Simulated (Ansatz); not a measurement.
Crystal: LiCaF3.

```
Ca F Li
1.0
     3.76124    0.00000    0.00000
     0.00000    3.76124    0.00000
     0.00000    0.00000    3.76124
Ca F Li
1 3 1
Cartesian
  0.0000 0.0000 0.0000
  1.8806 0.0000 1.8806
  1.8806 1.8806 0.0000
  0.0000 1.8806 1.8806
  1.8806 1.8806 1.8806
```

The cell comes from a database or a generator and needn't be the stable form of this composition.

Base run:

```yaml
Program: Ansatz 0.2.0
Functional: RPBE
Potentials_or_basis: Ansatz PAW
Cutoff: 420 eV
Density_cutoff: 1680 eV
k_mesh: 7 × 7 × 7
Occupations: fermi-dirac, width 0.05 eV
Spin: no spin polarisation
```

Its results: band gap on the k mesh 6.62 eV, indirect (least direct gap 6.68 eV); pressure 4.8 GPa.

Question: After a change of settings the same cell gave: band gap on the k mesh 6.53 eV, indirect (least direct gap 6.60 eV); pressure 0.0 GPa. Which change was it?
A. functional from RPBE to PBE
B. functional from RPBE to revPBE
C. functional from RPBE to r2SCAN; cutoff from 420 eV to 500 eV; density cutoff from 1680 eV to 2000 eV
D. functional from RPBE to LDA

Answer: A.

PBE binds more tightly than RPBE, so the same cell stands under less pressure.

Caveats: odd divisions of the mesh miss points on the zone boundary, where band edges often lie, so the gap on the mesh can be too wide; the density of states is complete only up to the lowest level of the last band computed; the potentials were made for another functional, which shifts forces and pressure (some runs); the PAW data sets come from PBE, with cores solved anew for the run's functional, which leaves a small shift of forces and pressure (some runs).

Not every run made on this cell is shown here.
